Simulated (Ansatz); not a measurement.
# GaF+ (doublet): from Hartree-Fock to the top rungs, cc-pVTZ

An exercise on one series of results from a longer session: the logs are not shown, and one member is left open.

Program: Ansatz 0.2.0, Gaussian basis. Level of theory: cc-pVTZ, core rule «outside noble gas», up to 15 orbitals frozen. These are calculated values, not measurements.

The runs, in order: UHF; CCSD(T) on ROHF; CCSD(T) on UHF; BCCD(T) on ROHF; CISD as a restricted active space (open shells left free, so some higher excitations enter); CCSDT(Q) on ROHF; CCSDT(Q) on UHF.

26 further runs of the same task are left out: 11 for a known fault of the program, 6 that didn't finish, 9 set aside as unsound or not needed. Runs told in other sessions of the task aren't counted.

### The geometry

The geometry is a PBE0/def2-TZVP stationary point (not a proven minimum) of the parent state, kept for this charge and spin. No spin-orbit coupling is included. The filled d shell of Ga may be among the frozen orbitals whatever the setting's name suggests.

2 atoms, charge 1, spin multiplicity 2.

Atoms are counted from 1 here; the program's logs count them from 0.

Bond lengths: F1–Ga2 1.764 Å.

As a file:

| atom | x (Å) | y (Å) | z (Å) |
| --- | --- | --- | --- |
| F1 | 0.00000 | 0.00000 | 0.00000 |
| Ga2 | 0.00000 | 0.00000 | 1.76370 |

The first run:

The input, in.yaml:

```yaml
crystal:
  periodic: [false, false, false]
  atoms:
    - {symbol: F, position_ang: [0.000000, 0.000000, 0.000000]}
    - {symbol: Ga, position_ang: [0.000000, 0.000000, 1.763700]}
basis:
  gaussian: {orbitals: cc-pVTZ}
total_charge: 1
magnetization: {spin_polarized: true, initial_magnetization: 1}
hamiltonian: {xc: hf}
output: {orbitals: {seedname: orbitals}}
```

Launch:

```sh
$ ansatz run in.yaml --threads 1 --pin off --events-out ev --progress --plain --max-ram 2393MiB
```

Steps of the session up to this table: UHF; CCSD(T) on ROHF; CCSD(T) on UHF; BCCD(T) on ROHF; CISD as a restricted active space (open shells left free, so some higher excitations enter); CCSDT(Q) on ROHF; CCSDT(Q) on UHF.

One of the session's tables, all rows but one given; the rest of the session is left out.

| method | from UCCSDT(Q) (kcal/mol) |
| --- | --- |
| ROHF | +188.62 |
| UHF | +187.20 |
| RMP2 | +5.84 |
| UMP2 | +5.74 |
| RCCSD | +7.23 |
| UCCSD | +6.86 |
| RCCSD(T) | +0.74 |
| UCCSD(T) | +0.52 |
| BCCD(T) | ? |
| RCCSDT | +0.60 |
| UCCSDT | +0.34 |
| RCCSDT(Q) | +0.46 |
| UCCSDT(Q) | 0 |

Estimate the missing values for BCCD(T).

As computed: from UCCSDT(Q) (kcal/mol): +0.69. In the column «from UCCSDT(Q) (kcal/mol)» it lies between RCCSDT (+0.60) and RCCSD(T) (+0.74).

Not comparable, so not listed: CISD as a restricted active space (open shells left free, so some higher excitations enter) (they don't share determinant, frozen orbitals or solution with the rows shown, or repeat one).

Caveats from the session: Restricted and unrestricted rows rest on different reference determinants; a gap between their highest levels can come from leftover correlation error, from unlike frozen cores or from another state.
